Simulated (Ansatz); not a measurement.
# ZnCSb2: the cell at several levels of theory, part 2 of 2

The system is ZnCSb2, ordered on the zincblende lattice (P-4m2) with 4 atoms a cell, a generated structure that needn't be the ground state.

Ansatz 0.2.0, plane waves. Earlier steps stand in the parts before.

### 3 Relaxing with r2SCAN

Start: the result of step 2.

File input.yaml:

```yaml
crystal:
  lattice:
    - [3.8510700401, 0.0, 0.0]
    - [0.0, 3.8510700401, 0.0]
    - [0.0, 0.0, 6.0650551875]
  atoms:
    - { symbol: Zn, position: [0.0, 0.0, 0.0] }
    - { symbol: Sb, position: [0.0, 0.5, 0.2927609478] }
    - { symbol: C, position: [0.5, 0.5, 0.5] }
    - { symbol: Sb, position: [0.5, 0.0, 0.7072390522] }
kpoints:
  mp_grid: { grid: [6, 6, 4] }
hamiltonian:
  xc: r2scan
scf:
  occupations: { method: fermi_dirac, width: 0.02 }
relax:
  f_tol: 0.005
  cell: {}
output:
  write_density: true
  write_potential: true
  elf: true
  volumetric_format: npy
```

On the command line:

```console
ansatz run input.yaml --threads 2 --pin off --max-ram 2211MiB --backend cpu --events-out ev --progress --plain --runs-dir out
```

The program printed:

```text
Warning: RAYON_NUM_THREADS=2 ignored (pool sized by the plan → 2); use --threads N
Engine: ansatz 0.2.0, aarch64-unknown-linux-gnu
Pseudopotentials: kind: paw
Pseudopotential: Zn, paw, valence charge 12, recommended cutoff 500 eV (meta_gga), Zn.paw.azcp
Pseudopotential: Sb, paw, valence charge 15, recommended cutoff 500 eV (meta_gga), Sb.paw.azcp
Pseudopotential: C, paw, valence charge 4, recommended cutoff 500 eV (meta_gga), C.paw.azcp
Functional definition: r2SCAN
  parameter k0 = 0.174
  parameter k1 = 0.065
  parameter a1 = 4.9479
  exchange = r2scan_x(k0 = k0, k1 = k1, a1 = a1)
  correlation = r2scan_c
Crystal: 4 atoms, lattice volume = 89.949 Å³
Basis set: ecut = 500 eV, 2235 PW (Γ), exchange–correlation on 120×120×180 points (64 copies of the dense FFT grid, shifted against one another)
Bands: 28, of which v1, the nominal top of the filled ones, is band 23 counted from 1 (22 counted from 0)
Symmetry: 8 space group operations
Space group: P-4m2 (ITA 115), of the structure as read, at distance tolerance 4.5e-5 Å
k-points: 30 of 144 (time reversal used)
Non-local potential: Zn, projectors of the file, l = 0: 2, l = 1: 2, l = 2: 3, l = 3: 1
Non-local potential: Sb, projectors of the file, l = 0: 2, l = 1: 2, l = 2: 2, l = 3: 2
Non-local potential: C, projectors of the file, l = 0: 2, l = 1: 2, l = 2: 1
PAW form: soft (Blöchl's): semilocal exchange-correlation on the pseudo side does not see the compensation charge
PAW frozen core: Zn, regenerated for the run's functional (the file was generated under x = pbe(κ = 0.804, μ = 0.2195149727645171), c = pbe(β = 0.06672455060314922))
PAW frozen core: Sb, regenerated for the run's functional (the file was generated under x = pbe(κ = 0.804, μ = 0.2195149727645171), c = pbe(β = 0.06672455060314922))
PAW frozen core: C, regenerated for the run's functional (the file was generated under x = pbe(κ = 0.804, μ = 0.2195149727645171), c = pbe(β = 0.06672455060314922))
PAW one-centre angular grid: Zn, 590 points (default); XC on 261 of its mesh's 2673 points in the sphere
PAW one-centre angular grid: Sb, 590 points (default); XC on 160 Gauss nodes
PAW one-centre angular grid: C, 302 points (default); XC on 239 of its mesh's 2573 points in the sphere
Initial density: superposition of atomic densities (neutral atoms: chi_scale 0, normalization atom), corrected by the library's trained network
Initial wavefunctions: pseudopotential atomic-orbital guess
Functional: x = r2scan, c = r2scan; τ floored in thin density (d = 2e-4 eV/Å³)
SCF iter   1: F=—  HF=-16572.624522 eV  |F-HF|=—  |Δ(HF+E_count)|=         —  Δρ=1.11e-2  dr2=1.13e-1  dr2_τ=2.67e-2  ethr=1.77e-3  ⟨swp⟩=6.7  Hψ=4004  notcnv=0
preconditioner: auto → Resta (q_TF=auto, 2.440 Å⁻¹)  ε∞=5.2  [insulator: Δε(μ)=0.179 eV  Ē_g=9.793 eV  σ=0.020 eV  W_gap=0.98  n_scr=20 (ndim 8)  ℏωp=20.0 eV  f_vac=0.020  D(μ)=0.08/eV (n_scr^D=0)  ε∞_Penn≈5.2]
SCF iter   2: F=—  HF=-16572.623889 eV  |F-HF|=—  |Δ(HF+E_count)|=   6.33e-4  Δρ=3.04e-3  dr2=5.98e-3  dr2_τ=1.44e-3  ethr=2.47e-4  ⟨swp⟩=2.9  Hψ=1604  notcnv=0  defer=11
SCF iter   3: F=—  HF=-16572.620725 eV  |F-HF|=—  |Δ(HF+E_count)|=   3.16e-3  Δρ=2.30e-3  dr2=3.48e-3  dr2_τ=3.31e-5  ethr=1.30e-5  ⟨swp⟩=2.0  Hψ=1310  notcnv=0  defer=11
SCF iter   4: F=—  HF=-16572.620332 eV  |F-HF|=—  |Δ(HF+E_count)|=   3.93e-4  Δρ=8.64e-4  dr2=6.12e-4  dr2_τ=5.04e-5  ethr=7.57e-6  ⟨swp⟩=2.0  Hψ=1280  notcnv=0  defer=11
SCF iter   5: F=—  HF=-16572.620252 eV  |F-HF|=—  |Δ(HF+E_count)|=   8.06e-5  Δρ=2.54e-4  dr2=4.98e-5  dr2_τ=5.96e-7  ethr=1.33e-6  ⟨swp⟩=2.0  Hψ=1133  notcnv=0  defer=11
SCF iter   6: F=—  HF=-16572.620273 eV  |F-HF|=—  |Δ(HF+E_count)|=   2.13e-5  Δρ=5.82e-5  dr2=3.89e-6  dr2_τ=1.02e-7  ethr=1.08e-7  ⟨swp⟩=2.3  Hψ=1340  notcnv=0  defer=11
SCF iter   7: F=—  HF=-16572.620273 eV  |F-HF|=—  |Δ(HF+E_count)|=   1.48e-7  Δρ=2.37e-5  dr2=4.59e-7  dr2_τ=7.01e-9  ethr=8.45e-9  ⟨swp⟩=2.7  Hψ=1540  notcnv=0  defer=11
SCF iter   8: F=-16572.620273 eV  HF=-16572.620273 eV  |F-HF|=3.07e-8  |Δ(HF+E_count)|=   3.30e-7  Δρ=8.41e-6  dr2=4.38e-8  dr2_τ=5.19e-10  ethr=2.17e-10  ⟨swp⟩=9.1  Hψ=5647  notcnv=0
SCF 1 converged in 8 iterations: F = -16572.620273 eV  dr2 = 4.38e-8
relax step   1: F+E_penalty+E_count = -16572.62027345 eV  Δ(F+E_penalty+E_count) = +0.000e0 eV  max|allowed force component| = 1.183e-1 eV/Å  Δτ_max = 0.0000 Å  P = -1.865 GPa  Ω = 89.949 Å³  (8 SCF iters, dr2 threshold 1.00e-7 eV, accepted)
Crystal: 4 atoms, lattice volume = 86.788 Å³
Basis set: ecut = 500 eV, 2165 PW (Γ), exchange–correlation on 120×120×180 points (64 copies of the dense FFT grid, shifted against one another)
Initial density: handed on by an earlier stage of this run
Initial wavefunctions: those handed on with the density
iter 1 solved again at ethr=1.93e-5 eV; its pass at ethr=3.10e-3 eV (dr2=8.88e-3 eV) is discarded
SCF iter   1: F=—  HF=-16572.603611 eV  |F-HF|=—  |Δ(HF+E_count)|=         —  Δρ=3.17e-3  dr2=9.44e-3  dr2_τ=2.16e-2  ethr=1.93e-5  ⟨swp⟩=2.0  Hψ=4622  notcnv=0
preconditioner: auto → Resta (q_TF=auto, 2.454 Å⁻¹)  ε∞=5.3  [insulator: Δε(μ)=0.159 eV  Ē_g=9.814 eV  σ=0.020 eV  W_gap=0.96  n_scr=20 (ndim 8)  ℏωp=20.3 eV  f_vac=0.011  D(μ)=0.11/eV (n_scr^D=0)  ε∞_Penn≈5.3]
SCF iter   2: F=—  HF=-16572.635209 eV  |F-HF|=—  |Δ(HF+E_count)|=   3.16e-2  Δρ=1.19e-3  dr2=1.51e-3  dr2_τ=8.20e-5  ethr=1.93e-5  ⟨swp⟩=3.0  Hψ=1493  notcnv=0
SCF iter   3: F=—  HF=-16572.635296 eV  |F-HF|=—  |Δ(HF+E_count)|=   8.69e-5  Δρ=8.03e-4  dr2=3.97e-4  dr2_τ=3.69e-6  ethr=3.28e-6  ⟨swp⟩=2.0  Hψ=1297  notcnv=0
SCF iter   4: F=—  HF=-16572.635256 eV  |F-HF|=—  |Δ(HF+E_count)|=   4.06e-5  Δρ=2.95e-4  dr2=1.07e-4  dr2_τ=3.28e-6  ethr=8.63e-7  ⟨swp⟩=2.0  Hψ=1130  notcnv=0
SCF iter   5: F=—  HF=-16572.635247 eV  |F-HF|=—  |Δ(HF+E_count)|=   8.97e-6  Δρ=8.98e-5  dr2=1.02e-5  dr2_τ=2.04e-7  ethr=2.34e-7  ⟨swp⟩=2.0  Hψ=1144  notcnv=0
SCF iter   6: F=—  HF=-16572.635248 eV  |F-HF|=—  |Δ(HF+E_count)|=   1.57e-6  Δρ=3.73e-5  dr2=1.76e-6  dr2_τ=1.05e-7  ethr=2.22e-8  ⟨swp⟩=2.0  Hψ=1224  notcnv=0
SCF iter   7: F=-16572.635248 eV  HF=-16572.635248 eV  |F-HF|=1.52e-8  |Δ(HF+E_count)|=   2.56e-7  Δρ=1.04e-5  dr2=6.32e-8  dr2_τ=1.07e-9  ethr=8.70e-10  ⟨swp⟩=9.4  Hψ=5965  notcnv=0
SCF 2 converged in 7 iterations: F = -16572.635248 eV  dr2 = 6.32e-8
  Residual-converged pass: ⟨swp⟩=1.0  Hψ=961  notcnv=0  max |occ|·‖R‖ = 7.0e-9 eV (tolerance 1.0e-8 eV)  dr2=6.32e-8  dr2_τ=1.07e-9  dr2_onsite=1.72e-8  max |Δocc| = 1.3e-11
relax step   2: F+E_penalty+E_count = -16572.63524845 eV  Δ(F+E_penalty+E_count) = -1.497e-2 eV  max|allowed force component| = 1.219e-1 eV/Å  Δτ_max = 0.0184 Å  P = +0.541 GPa  Ω = 86.788 Å³  energy of the carried Pulay correction = +3.880e-4 eV  (7 SCF iters, dr2 threshold 4.00e-7 eV, accepted)
Crystal: 4 atoms, lattice volume = 87.390 Å³
Basis set: ecut = 500 eV, 2181 PW (Γ), exchange–correlation on 120×120×180 points (64 copies of the dense FFT grid, shifted against one another)
iter 1 solved again at ethr=1.03e-6 eV; its pass at ethr=3.10e-3 eV (dr2=4.72e-4 eV) is discarded
SCF iter   1: F=—  HF=-16572.631496 eV  |F-HF|=—  |Δ(HF+E_count)|=         —  Δρ=8.83e-4  dr2=4.68e-4  dr2_τ=4.88e-3  ethr=1.03e-6  ⟨swp⟩=2.3  Hψ=4819  notcnv=0
preconditioner: auto → Resta (q_TF=auto, 2.452 Å⁻¹)  ε∞=5.3  [insulator: Δε(μ)=0.092 eV  Ē_g=9.771 eV  σ=0.020 eV  W_gap=0.82  n_scr=20 (ndim 8)  ℏωp=20.3 eV  f_vac=0.017  D(μ)=0.52/eV (n_scr^D=0)  ε∞_Penn≈5.3]
SCF iter   2: F=—  HF=-16572.637277 eV  |F-HF|=—  |Δ(HF+E_count)|=   5.78e-3  Δρ=4.70e-4  dr2=1.55e-4  dr2_τ=5.18e-6  ethr=1.02e-6  ⟨swp⟩=2.4  Hψ=1694  notcnv=0
SCF iter   3: F=—  HF=-16572.637295 eV  |F-HF|=—  |Δ(HF+E_count)|=   1.83e-5  Δρ=2.79e-4  dr2=5.43e-5  dr2_τ=4.44e-7  ethr=3.36e-7  ⟨swp⟩=2.3  Hψ=1017  notcnv=0
SCF iter   4: F=—  HF=-16572.637317 eV  |F-HF|=—  |Δ(HF+E_count)|=   2.20e-5  Δρ=1.96e-4  dr2=2.46e-5  dr2_τ=3.08e-7  ethr=1.18e-7  ⟨swp⟩=2.0  Hψ=1224  notcnv=0
SCF iter   5: F=—  HF=-16572.637304 eV  |F-HF|=—  |Δ(HF+E_count)|=   1.29e-5  Δρ=3.62e-5  dr2=1.08e-6  dr2_τ=9.86e-9  ethr=5.34e-8  ⟨swp⟩=2.0  Hψ=1156  notcnv=0
SCF iter   6: F=-16572.637305 eV  HF=-16572.637305 eV  |F-HF|=2.50e-8  |Δ(HF+E_count)|=   4.71e-7  Δρ=9.50e-6  dr2=1.04e-7  dr2_τ=4.76e-9  ethr=8.70e-10  ⟨swp⟩=9.8  Hψ=6251  notcnv=0
SCF 3 converged in 6 iterations: F = -16572.637305 eV  dr2 = 1.04e-7
  Residual-converged pass: ⟨swp⟩=1.1  Hψ=962  notcnv=0  max |occ|·‖R‖ = 7.1e-9 eV (tolerance 1.0e-8 eV)  dr2=1.04e-7  dr2_τ=4.76e-9  dr2_onsite=7.62e-9  max |Δocc| = 1.2e-10
relax step   3: F+E_penalty+E_count = -16572.63730470 eV  Δ(F+E_penalty+E_count) = -2.056e-3 eV  max|allowed force component| = 6.921e-2 eV/Å  Δτ_max = 0.0119 Å  P = +0.085 GPa  Ω = 87.390 Å³  energy of the carried Pulay correction = +3.131e-4 eV  (6 SCF iters, dr2 threshold 4.00e-7 eV, accepted)
[... 11 lines left out ...]
relax step   4: F+E_penalty+E_count = -16572.63766210 eV  Δ(F+E_penalty+E_count) = -3.574e-4 eV  max|allowed force component| = 4.572e-3 eV/Å  Δτ_max = 0.0046 Å  P = -0.046 GPa  Ω = 87.526 Å³  energy of the carried Pulay correction = +2.962e-4 eV  (6 SCF iters, dr2 threshold 2.99e-7 eV, accepted)
[... 12 lines left out ...]
relax step   5: F+E_penalty+E_count = -16572.63739404 eV  Δ(F+E_penalty+E_count) = +2.681e-4 eV  max|allowed force component| = 4.653e-3 eV/Å  Δτ_max = 0.0000 Å  P = -0.049 GPa  Ω = 87.526 Å³  stress off target by 5.01e-2 GPa  SCF on the basis re-selected at this cell (its energy is not comparable with the rows above)  (7 SCF iters)
[... 11 lines left out ...]
relax step   6: F+E_penalty+E_count = -16572.63741181 eV  Δ(F+E_penalty+E_count) = -1.777e-5 eV  max|allowed force component| = 2.495e-4 eV/Å  Δτ_max = 0.0003 Å  P = +0.001 GPa  Ω = 87.467 Å³  energy of the carried Pulay correction = +7.537e-6 eV  (6 SCF iters, dr2 threshold 6.27e-9 eV, accepted)
iter 1 solved again at ethr=2.96e-7 eV; its pass at ethr=3.10e-3 eV (dr2=1.36e-4 eV) is discarded
SCF iter   1: F=—  HF=-16572.637402 eV  |F-HF|=—  |Δ(HF+E_count)|=         —  Δρ=1.75e-6  dr2=2.29e-9  dr2_τ=2.82e-10  ethr=2.96e-7  ⟨swp⟩=3.1  Hψ=5930  notcnv=0
eigensolver tolerance schedule: the retry pair's looser diagonalisation over-reported the residual by 59502.16 of it (diagonalisation noise at an unbounded share of the residual, at the tolerance the schedule requests for it); recorded, not acted on — ethr = c·dr2/N_el stays at c = 1.0e-1
preconditioner: auto → Resta (q_TF=auto, 2.451 Å⁻¹)  ε∞=5.3  [insulator: Δε(μ)=0.122 eV  Ē_g=9.767 eV  σ=0.020 eV  W_gap=0.91  n_scr=20 (ndim 8)  ℏωp=20.2 eV  f_vac=0.017  D(μ)=0.33/eV (n_scr^D=0)  ε∞_Penn≈5.3]
SCF iter   2: F=—  HF=-16572.637402 eV  |F-HF|=—  |Δ(HF+E_count)|=   1.28e-7  Δρ=1.09e-6  dr2=8.98e-10  dr2_τ=7.24e-11  ethr=4.97e-12  ⟨swp⟩=4.0  Hψ=2464  notcnv=0
SCF iter   3: F=—  HF=-16572.637402 eV  |F-HF|=—  |Δ(HF+E_count)|=  1.16e-10  Δρ=5.69e-7  dr2=2.88e-10  dr2_τ=1.09e-11  ethr=1.95e-12  ⟨swp⟩=1.7  Hψ=923  notcnv=0
SCF iter   4: F=—  HF=-16572.637402 eV  |F-HF|=—  |Δ(HF+E_count)|=  1.20e-10  Δρ=2.06e-7  dr2=5.01e-11  dr2_τ=6.03e-12  ethr=1.00e-12  ⟨swp⟩=2.3  Hψ=1004  notcnv=0
SCF iter   5: F=-16572.637402 eV  HF=-16572.637402 eV  |F-HF|=0.00e0  |Δ(HF+E_count)|=  2.18e-11  Δρ=1.15e-7  dr2=9.15e-12  dr2_τ=1.83e-13  ethr=1.00e-12  ⟨swp⟩=6.1  Hψ=4033  notcnv=0
SCF 7 converged in 5 iterations: F = -16572.637402 eV  dr2 = 9.15e-12
relax step   7: F+E_penalty+E_count = -16572.63740181 eV  Δ(F+E_penalty+E_count) = +1.000e-5 eV  max|allowed force component| = 2.451e-4 eV/Å  Δτ_max = 0.0000 Å  P = +0.001 GPa  Ω = 87.467 Å³  stress off target by 2.29e-3 GPa  SCF on the basis re-selected at this cell (its energy is not comparable with the rows above)  (5 SCF iters)
basis re-selected at this cell: Δ(F+E_penalty+E_count) = +1.000e-5 eV, ΔP = -0.000 GPa vs the last step (what re-selecting the basis moved, of the pressure what is left beyond the Pulay correction that the steps carried, after the strain that the cell walked since its last selection, with what the two solves' SCF thresholds leave and, on support functions, any second-order correction that the steps lacked; it is no measure of the basis error at this ecutwfc). This SCF's stress stands 2.29e-3 GPa from its target on what of the cell is left free (relax.cell.stress_tol is 5.00e-2 GPa) and its largest allowed force component is 2.45e-4 eV/Å (relax.f_tol is 5.00e-3 eV/Å): within both
SCF converged after 5 iterations
Free energy (F): -16572.637402 eV
Harris-Foulkes:  -16572.637402 eV  (|F-HF|=0.00e0)
Internal energy: -16572.636787 eV  (E = F + TS)
E sigma→0 (E₀):  -16572.637094 eV
Entropy (-TS):   -0.000615 eV (-0.154 meV/atom)
Fermi energy:    9.757483 eV
--- Per-component energies (eV) ---
  E_band       = -348.355813
  E_kinetic    = 626.157324
  E_local      = -5195.050228  (includes V_loc(G=0)·N_el)
  E_nonlocal   = 1368.896444
  E_hartree    = 2290.348054
  E_xc         = -424.594343
  E_vxc        = -322.579925  (∫ρ·V_xc dr)
  E_paw        = -11152.148153  (= ΣΔE_a)
  E_vpaw       = -1426.719827  (= ΣTr[D̂ρ^β])
  E_aug_tail   = -0.000052  (compensation charges beyond the density's cutoff)
  E_vtau       = 20.244453  (kinetic-family band-sum trace: ∫τ·v_τ [+ j·A + Jᵃ·Aᵃ] dr)
  E_ewald      = -4087.050514
  E_core_change = 0.804681  (= ΣΔE_core)
  E_smearing   = -0.000615  (= −TS)
  E_closure    = -0.000000  (closes the sum)
  Σ components = -16572.637402   (vs F -16572.637402, Δ=0.00e0)
--- Forces (eV/Å), atoms counted from 1 ---
  atom   1  Zn    -0.00000000    -0.00000000    -0.00000000
  atom   2  Sb    -0.00000000    -0.00000000     0.00024510
  atom   3  C      0.00000000     0.00000000     0.00000000
  atom   4  Sb    -0.00000000     0.00000000    -0.00024510
  max |Σ_I F_I| component: 2.23e-16 eV/Å
--- Stress (GPa, compression-positive) ---
       -0.000188      -0.000000      -0.000000
       -0.000000      -0.000188       0.000000
       -0.000000       0.000000       0.002287
  P = ⅓ Tr σ = 0.0006 GPa (0.006 kbar)
--- Band table (eV; the first three rows and the last of 30) ---
  k-point 0: bands = ["-20.8630", "-20.8544", "-20.8378", "-20.8378", "-20.7995", "-20.7880", "-20.7765", "-20.7765", "-20.7623", "-20.7601", "-5.2135", "-0.8855", "0.6872", "1.4700", "1.4700", "1.5420", "1.5794", "1.6232", "5.2674", "5.2674", "7.7433", "8.4625", "10.3281", "10.4666", "10.4666", "12.4257", "12.4257", "13.0612"]
  k-point 1: bands = ["-20.8625", "-20.8549", "-20.8374", "-20.8374", "-20.7992", "-20.7884", "-20.7769", "-20.7769", "-20.7626", "-20.7598", "-5.1368", "-1.5158", "1.0593", "1.4617", "1.4617", "1.5323", "1.6231", "2.2431", "5.3624", "5.3624", "6.5906", "9.0192", "9.8253", "9.8253", "10.1363", "13.3363", "13.3363", "13.3563"]
  k-point 2: bands = ["-20.8619", "-20.8554", "-20.8370", "-20.8370", "-20.7988", "-20.7887", "-20.7773", "-20.7773", "-20.7629", "-20.7595", "-5.0510", "-1.9444", "1.1395", "1.4536", "1.4536", "1.5334", "1.6231", "3.2900", "5.4392", "5.4662", "5.4662", "9.3757", "9.3757", "9.3873", "9.8451", "13.9609", "14.1664", "14.1664"]
  k-point 29: bands = ["-20.8667", "-20.8261", "-20.8261", "-20.8219", "-20.8053", "-20.8053", "-20.7948", "-20.7741", "-20.7435", "-20.7435", "-2.5387", "-0.6789", "-0.6789", "1.4508", "1.5164", "1.6003", "1.7598", "1.7598", "4.4504", "4.4524", "5.0935", "5.3610", "5.3610", "12.2516", "12.5162", "13.0077", "13.0077", "14.4043"]
--- Relaxed structure (5 steps of the walk, 5 accepted, 2 SCFs on fresh bases) ---
  F+E_penalty+E_count = -16572.63740181 eV   max|allowed force component| = 2.451e-4 eV/Å   (the final SCF, on the basis selected at the relaxed cell)
  cell:  # Å, volume = 87.4667 Å³
    - [3.8273790869048754, 1.1587437706629092e-33, -3.132488017031544e-19]
    - [1.1587437706629092e-33, 3.8273790869048754, 3.39346389979852e-33]
    - [-4.933359429885958e-19, 5.344370685227152e-33, 5.970896749558578]
  atoms:
    - { symbol: Zn, position: [8.457984364159558e-33, 2.100430706842285e-33, 7.150485124818205e-20] }
    - { symbol: Sb, position: [7.814028571218819e-20, 0.49999999999999994, 0.290973343392947] }
    - { symbol: C, position: [0.49999999999999994, 0.49999999999999994, 0.5] }
    - { symbol: Sb, position: [0.49999999999999994, 2.1004307068422855e-33, 0.7090266566070532] }
```

It took 65 s on 2 threads of Arm Neoverse V1, shared host; peak memory 0.56 GiB.

Ionic steps:

```csv
step,energy change (meV/atom),largest force (eV/Å),pressure (GPa),volume (Å³/atom)
1,0.0,0.1183,-1.87,22.487
2,-3.7,0.1219,0.54,21.697
3,-4.3,0.0692,0.08,21.848
4,-4.3,0.0046,-0.05,21.881
5,-4.3,0.0047,-0.05,21.881
6,-4.3,0.0003,0.00,21.867
7,-4.3,0.0002,0.00,21.867
```

Step 5 solves the same cell on a plane-wave basis chosen anew, so the energy can jump there without a move.

The table lists every geometry solved, with passes on a fresh basis, whose energies don't compare exactly with the rows above.

```
                       before   after   change
                a (Å)   3.851   3.827  -0.62 %
                c (Å)   6.065   5.971  -1.55 %
     volume (Å³/atom)  22.487  21.867  -2.76 %
shortest distance (Å)   2.299   2.285  -0.64 %
          space group   P-4m2   P-4m2     same
```

Density in a lattice plane of the grid's cell (edges 3.83 and 5.97 Å, at 0.000 of the third edge), which holds Zn and Sb.

Ten even steps from '0' (0.02 e/Å³) to '9' (45.84 e/Å³):
```
4200000000000002
0000000000000000
0000000000000000
0000000000000000
0000001232100000
0000001343100000
0000000121000000
0000000000000000
0000000000000000
0000000000000000
0000000000000000
0000000000000000
0000000000000000
0000000000000000
0000000000000000
0000000000000000
0000000000000000
0000000000000000
4200000000000002
9510000000000015
```
Columns run along the first of these edges and rows up along the second, over one cell in 16 and 20 even steps from the bottom left corner. Atoms in the plane (fractional): Zn at (0.00, 0.00), Sb at (0.50, 0.71).

ELF in the same plane.

Ten even steps from ' ' (0.00) to '@' (0.64):
```
    ..::--**%%%%%%%%%%**--::..  
....::--**@@@@%%##%%@@@@**--::..
----==##@@%%**++++++**%%@@##==--
==++%%@@%%**--......--**%%@@%%++
++##@@@@**==..      ..==**@@@@##
==**%%%%**--          --**%%%%**
--==####**==::      ::==**####==
..::++##**++==--::--==++**##++::
....::++****++++==++++****++::..
    ..::--++++++++++++++--::..  
....  ....::----------::....  ..
......        ......        ....
--::::..                  ..::::
====--::..              ..::--==
++++++==::..          ..::==++++
========--::..      ..::--======
----------::..      ..::--------
....::------::......::------::..
    ..::------::::::------::..  
      ::----++++++++++----::    
```
Columns run along the first of these edges and rows up along the second, over one cell in 16 and 20 even steps from the bottom left corner. Atoms in the plane (fractional): Zn at (0.00, 0.00), Sb at (0.50, 0.71).

Both are smooth fields of the valence electrons: close to the nuclei they are not physical.

The highest ELF values outside the cores: 0.86 in the shell around C, 0.7 Å from C; 0.65 on the Sb–Zn line, 1.3 Å from Sb.

### 4 The cells side by side

This closing draws on all 2 parts.

```
 level  a (Å)  c (Å)  volume (Å³/atom)  space group  SCF geometries
   PBE  3.851  6.065            22.487        P-4m2              11
r2SCAN  3.827  5.971            21.867        P-4m2               7
```

What this shows: From the start to the first minimum the volume moved by +14.1 %. The volume runs from r2SCAN (least) to PBE (most), a spread of 2.8 %, or 0.9 % in length if all axes shared it alike.
